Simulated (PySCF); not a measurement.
# [Yb(H2S)]3+: how settings move a single point

Aim: repeat the single point on relaxed [Yb(H2S)]3+ with altered settings, some of them bad on purpose. The species was built from a template and needn't be a known compound.

The runs use PySCF 2.14.0; TPSS, Yb lcecp-1-SVP with ECP59, S def2-SVP, H def2-SVP; scalar-relativistic core potentials, no spin–orbit coupling.

4 further runs of the same task are left out: 1 for a known fault of the program, 2 that didn't finish, 1 set aside as unsound or not needed.

### Step 1. The system as given

4 atoms, charge 3, spin multiplicity 1.

Bond lengths: Yb1–S2 2.713 Å, S2–H3 1.387 Å, S2–H4 1.387 Å. Angles: Yb1–S2–H3 110.2°, Yb1–S2–H4 110.2°, H3–S2–H4 99.1°.

Coordinates:

```xyz
4
charge 3, multiplicity 1
Yb    0.00000    0.01747   -0.36853
S     0.00000   -0.01859    2.34378
H     1.05537    0.73602    2.83340
H    -1.05537    0.73602    2.83340
```

Formal oxidation states: Yb +3. Each metal's 13 4f electrons lie in its core potential, so multiplicities, spins and levels count the valence alone. An earlier session relaxed this geometry at TPSS, Yb lcecp-1-SVP with ECP59, S def2-SVP, H def2-SVP (singlet, point group Cs).

The sound run used a (50, 194) grid (finer on f atoms), a threshold of 1e-8 and at most 55 cycles, and ended at -437.320410 Eh.

### Step 2. Altered run 1

run.py (the lines that set the calculation) reads:

```python
mol = gto.M(atom='''
Yb     0.00000     0.01747    -0.36853
S      0.00000    -0.01859     2.34378
H      1.05537     0.73602     2.83340
H     -1.05537     0.73602     2.83340''',
    basis={'Yb': 'lcecp-1-SVP', 'S': 'def2-SVP', 'H': 'def2-SVP'},
    ecp={'Yb': 'lcecp-1-SVP'},
    charge=3, spin=0)
mf = dft.RKS(mol, xc='TPSS')
mf.grids.atom_grid = (40, 110)  # f atoms: unpruned
mf = mf.density_fit()  # fitting sets: Yb AutoAux, S def2-universal-JKFIT, H def2-universal-JKFIT
mf.conv_tol = 1e-08; mf.max_cycle = 55
mf.kernel(dm0)  # dm0: free metal ions and neutral atoms
```

Started as:

```
$ OMP_NUM_THREADS=2 python run.py
```

The program printed:

```text
init E= -410.290240989765
  HOMO = -1.62914335952727  LUMO = -1.05615588818561  gap/eV = 15.59178
cycle= 1 E= -435.453192857369  delta_E= -25.2  |g|= 2.41  |ddm|= 4.71
  HOMO = -0.844963309061474  LUMO = -0.843381450378684  gap/eV = 0.04304
cycle= 2 E= -425.031951886152  delta_E= 10.4  |g|= 4.21  |ddm|= 6.85
  HOMO = -0.889516509646647  LUMO = -0.678447566596684  gap/eV = 5.74348
cycle= 3 E= -436.94698436996  delta_E= -11.9  |g|= 0.982  |ddm|= 5.11
  HOMO = -0.867819780592885  LUMO = -0.825513713648907  gap/eV = 1.15121
cycle= 4 E= -437.060096279065  delta_E= -0.113  |g|= 0.76  |ddm|= 2.59
  HOMO = -0.899762708589122  LUMO = -0.740634802913373  gap/eV = 4.33009
cycle= 5 E= -437.294290411684  delta_E= -0.234  |g|= 0.225  |ddm|= 1.54
  HOMO = -0.864466106923587  LUMO = -0.774661372222764  gap/eV = 2.44371
cycle= 6 E= -437.318641845979  delta_E= -0.0244  |g|= 0.0606  |ddm|= 0.547
  HOMO = -0.869138345984322  LUMO = -0.77163144454058  gap/eV = 2.65330
cycle= 7 E= -437.320065198157  delta_E= -0.00142  |g|= 0.0117  |ddm|= 0.104
  HOMO = -0.869469791176815  LUMO = -0.772337083323374  gap/eV = 2.64312
cycle= 8 E= -437.320112573783  delta_E= -4.74e-05  |g|= 0.00184  |ddm|= 0.0147
  HOMO = -0.869397672092237  LUMO = -0.772400074900288  gap/eV = 2.63944
cycle= 9 E= -437.320113684248  delta_E= -1.11e-06  |g|= 0.000502  |ddm|= 0.00233
  HOMO = -0.869340766281439  LUMO = -0.772417195108887  gap/eV = 2.63742
cycle= 10 E= -437.320113795079  delta_E= -1.11e-07  |g|= 7.06e-05  |ddm|= 0.000826
  HOMO = -0.869339780668867  LUMO = -0.772424246242569  gap/eV = 2.63721
cycle= 11 E= -437.320113797294  delta_E= -2.21e-09  |g|= 1.01e-05  |ddm|= 0.000118
  HOMO = -0.869338026414358  LUMO = -0.772425560857667  gap/eV = 2.63712
Extra cycle  E= -437.320113797274  delta_E= 2.07e-11  |g|= 1.24e-05  |ddm|= 3.27e-05
converged SCF energy = -437.320113797274
```

Wall time 1.4 s (2 threads of Arm Neoverse V2, shared host).

Changed: the integration grid, to (40, 110). It converges in 11 cycles, +0.008 eV from the sound run, with a largest force component of 0.04 eV/Å. The result survives the change.

### Step 3. Altered run 2

run.py (the lines that set the calculation), as its differences from that of step 2:

```diff
@@ -9,5 +9,5 @@
 mf = dft.RKS(mol, xc='TPSS')
-mf.grids.atom_grid = (40, 110)  # f atoms: unpruned
+mf.grids.atom_grid = (50, 194)  # f atoms: unpruned, at least (60, 302)
 mf = mf.density_fit()  # fitting sets: Yb AutoAux, S def2-universal-JKFIT, H def2-universal-JKFIT
-mf.conv_tol = 1e-08; mf.max_cycle = 55
+mf.conv_tol = 1e-05; mf.max_cycle = 55
 mf.kernel(dm0)  # dm0: free metal ions and neutral atoms
```

Started as:

```
$ OMP_NUM_THREADS=2 python run.py
```

The program printed:

```text
init E= -410.290589663903
  HOMO = -1.62908418074496  LUMO = -1.05621330675364  gap/eV = 15.58861
cycle= 1 E= -435.453907037231  delta_E= -25.2  |g|= 2.41  |ddm|=  4.7
  HOMO = -0.844969325100681  LUMO = -0.843422677065419  gap/eV = 0.04209
cycle= 2 E= -425.027893607618  delta_E= 10.4  |g|= 4.21  |ddm|= 6.85
  HOMO = -0.889262844508281  LUMO = -0.678362577991168  gap/eV = 5.73889
cycle= 3 E= -436.947036605295  delta_E= -11.9  |g|= 0.982  |ddm|= 5.11
  HOMO = -0.867814086849208  LUMO = -0.825493878145576  gap/eV = 1.15159
cycle= 4 E= -437.05978437521  delta_E= -0.113  |g|= 0.761  |ddm|= 2.59
  HOMO = -0.899850326262044  LUMO = -0.740557063792853  gap/eV = 4.33459
cycle= 5 E= -437.294507210241  delta_E= -0.235  |g|= 0.225  |ddm|= 1.54
  HOMO = -0.864531735553225  LUMO = -0.774608048105793  gap/eV = 2.44695
cycle= 6 E= -437.318947197442  delta_E= -0.0244  |g|= 0.0605  |ddm|= 0.547
  HOMO = -0.869183477325954  LUMO = -0.771616270617597  gap/eV = 2.65494
cycle= 7 E= -437.320360712076  delta_E= -0.00141  |g|= 0.0117  |ddm|= 0.104
  HOMO = -0.869516189024583  LUMO = -0.77233105068939  gap/eV = 2.64454
cycle= 8 E= -437.320408564126  delta_E= -4.79e-05  |g|= 0.00183  |ddm|= 0.0148
  HOMO = -0.869445293629632  LUMO = -0.77239356747315  gap/eV = 2.64091
cycle= 9 E= -437.32040965993  delta_E= -1.1e-06  |g|= 0.000498  |ddm|= 0.00233
  HOMO = -0.869263894470265  LUMO = -0.77249357166115  gap/eV = 2.63325
Extra cycle  E= -437.320409235651  delta_E= 4.24e-07  |g|= 0.00107  |ddm|= 0.00295
converged SCF energy = -437.320409235651
```

Wall time 1.8 s (2 threads of Arm Neoverse V2, shared host).

Changed: the SCF threshold (1e-05). It converges in 9 cycles, at the sound run's energy within 0.001 eV, with a largest force component of 0.01 eV/Å. The result survives the change.

### Step 4. Altered run 3

run.py (the lines that set the calculation), as its differences from that of step 3:

```diff
@@ -11,3 +11,3 @@
 mf = mf.density_fit()  # fitting sets: Yb AutoAux, S def2-universal-JKFIT, H def2-universal-JKFIT
-mf.conv_tol = 1e-05; mf.max_cycle = 55
-mf.kernel(dm0)  # dm0: free metal ions and neutral atoms
+mf.conv_tol = 1e-08; mf.max_cycle = 55
+mf.kernel(dm0)  # dm0: smeared density
```

Started as:

```
$ OMP_NUM_THREADS=2 python run.py
```

The program printed:

```text
init E= -437.273760604029
  HOMO = -0.89588729685067  LUMO = -0.7531112355867  gap/eV = 3.88513
cycle= 1 E= -437.30784977362  delta_E= -0.0341  |g|= 0.153  |ddm|= 0.315
  HOMO = -0.837619843212018  LUMO = -0.802887171969708  gap/eV = 0.94512
cycle= 2 E= -437.130171898477  delta_E= 0.178  |g|= 0.651  |ddm|= 1.38
  HOMO = -0.865062931394665  LUMO = -0.77214942720423  gap/eV = 2.52831
cycle= 3 E= -437.32018015587  delta_E= -0.19  |g|= 0.0262  |ddm|= 1.05
  HOMO = -0.869229872127498  LUMO = -0.774247616681348  gap/eV = 2.58460
cycle= 4 E= -437.320359820572  delta_E= -0.00018  |g|= 0.00938  |ddm|= 0.0325
  HOMO = -0.869174823869912  LUMO = -0.772483784448728  gap/eV = 2.63110
cycle= 5 E= -437.320408338859  delta_E= -4.85e-05  |g|= 0.002  |ddm|= 0.0193
  HOMO = -0.869355461951017  LUMO = -0.772432416786145  gap/eV = 2.63741
cycle= 6 E= -437.320409727482  delta_E= -1.39e-06  |g|= 0.000317  |ddm|= 0.00264
  HOMO = -0.869388339761965  LUMO = -0.772412343200079  gap/eV = 2.63885
cycle= 7 E= -437.320409769107  delta_E= -4.16e-08  |g|= 6.23e-05  |ddm|= 0.00063
  HOMO = -0.869389010562635  LUMO = -0.772418014816675  gap/eV = 2.63872
cycle= 8 E= -437.320409770645  delta_E= -1.54e-09  |g|= 1.1e-05  |ddm|= 9.88e-05
  HOMO = -0.869385400577773  LUMO = -0.772418934408885  gap/eV = 2.63859
Extra cycle  E= -437.320409770515  delta_E= 1.3e-10  |g|= 2.03e-05  |ddm|= 5.07e-05
converged SCF energy = -437.320409770515
```

Run time: 1.7 s. Hardware: 2 threads of Arm Neoverse V2, shared host.

Changed: the starting guess (smeared density). It converges in 8 cycles, at the sound run's energy within 0.001 eV, with a largest force component of 0.00 eV/Å. The result survives the change.

### Step 5. Altered run 4

run.py (the lines that set the calculation) reads:

```python
mol = gto.M(atom='''
Yb     0.00000     0.01957    -0.41275
S      0.00000    -0.02082     2.62504
H      1.18202     0.82434     3.17341
H     -1.18202     0.82434     3.17341''',
    basis={'Yb': 'lcecp-1-SVP', 'S': 'def2-SVP', 'H': 'def2-SVP'},
    ecp={'Yb': 'lcecp-1-SVP'},
    charge=3, spin=0)
mf = dft.RKS(mol, xc='TPSS')
mf.grids.atom_grid = (50, 194)  # f atoms: unpruned, at least (60, 302)
mf = mf.density_fit()  # fitting sets: Yb AutoAux, S def2-universal-JKFIT, H def2-universal-JKFIT
mf.conv_tol = 1e-08; mf.max_cycle = 55
mf.kernel(dm0)  # dm0: free metal ions and neutral atoms
```

Started as:

```
$ OMP_NUM_THREADS=2 python run.py
```

The program printed:

```text
init E= -410.237370944446
  HOMO = -1.59269519417979  LUMO = -1.00129394376763  gap/eV = 16.09285
cycle= 1 E= -435.193124824052  delta_E=  -25  |g|=  2.4  |ddm|= 4.59
  HOMO = -0.847275239733964  LUMO = -0.845215236714106  gap/eV = 0.05606
cycle= 2 E= -422.21793071669  delta_E=   13  |g|= 2.73  |ddm|= 6.96
  HOMO = -0.952116818706944  LUMO = -0.912162536603004  gap/eV = 1.08721
cycle= 3 E= -424.061299347409  delta_E= -1.84  |g|=  3.1  |ddm|= 7.56
  HOMO = -1.10393166019243  LUMO = -0.832336451441135  gap/eV = 7.39048
cycle= 4 E= -436.907229464064  delta_E= -12.8  |g|= 0.968  |ddm|= 4.61
  HOMO = -0.952612418190391  LUMO = -0.712912898011116  gap/eV = 6.52256
cycle= 5 E= -437.108247596791  delta_E= -0.201  |g|= 0.622  |ddm|= 0.581
  HOMO = -0.873904210569908  LUMO = -0.708312425843585  gap/eV = 4.50598
cycle= 6 E= -437.231227888336  delta_E= -0.123  |g|= 0.366  |ddm|= 0.749
  HOMO = -0.816374710618319  LUMO = -0.785974362112666  gap/eV = 0.82724
cycle= 7 E= -437.242335330769  delta_E= -0.0111  |g|= 0.31  |ddm|= 1.41
  HOMO = -0.831838930437527  LUMO = -0.761922557707642  gap/eV = 1.90252
cycle= 8 E= -437.294288547992  delta_E= -0.052  |g|= 0.0577  |ddm|= 0.762
  HOMO = -0.825843872751157  LUMO = -0.766183109452763  gap/eV = 1.62345
cycle= 9 E= -437.295419768042  delta_E= -0.00113  |g|= 0.0269  |ddm|= 0.169
  HOMO = -0.827668984661919  LUMO = -0.763997445484925  gap/eV = 1.73259
cycle= 10 E= -437.295790628835  delta_E= -0.000371  |g|= 0.00132  |ddm|= 0.0577
  HOMO = -0.827709519838614  LUMO = -0.763908799168111  gap/eV = 1.73611
cycle= 11 E= -437.295791120395  delta_E= -4.92e-07  |g|= 0.000531  |ddm|= 0.00239
  HOMO = -0.82766107676153  LUMO = -0.763919728132662  gap/eV = 1.73449
cycle= 12 E= -437.295791227481  delta_E= -1.07e-07  |g|= 5.23e-05  |ddm|= 0.000795
  HOMO = -0.82766412818102  LUMO = -0.76391986979767  gap/eV = 1.73457
cycle= 13 E= -437.295791228352  delta_E= -8.71e-10  |g|= 1.83e-05  |ddm|= 7.63e-05
  HOMO = -0.827659280277214  LUMO = -0.763924770411976  gap/eV = 1.73430
Extra cycle  E= -437.295791227523  delta_E= 8.29e-10  |g|= 4.42e-05  |ddm|= 0.000125
converged SCF energy = -437.295791227523
```

Run time: 2.1 s. Hardware: 2 threads of Arm Neoverse V2, shared host.

Changed: the scale of all coordinates (1.12). It converges in 13 cycles, +0.670 eV from the sound run, with a largest force component of 2.29 eV/Å. The setting is unsound, so these numbers aren't the compound's.

### Step 6. Results

| run | changed | ending | energy change (eV) | cycles | time | usable |
| --- | --- | --- | --- | --- | --- | --- |
| 1 | the integration grid | converged | +0.008 | 11 | 1.4 s | yes |
| 2 | the SCF threshold | converged | 0.000 | 9 | 1.8 s | yes |
| 3 | the starting guess | converged | 0.000 | 8 | 1.7 s | yes |
| 4 | the scale of all coordinates | converged | +0.670 | 13 | 2.1 s | no |

3 of 4 altered runs give a usable result. 1 ended normally with numbers unfit to quote.
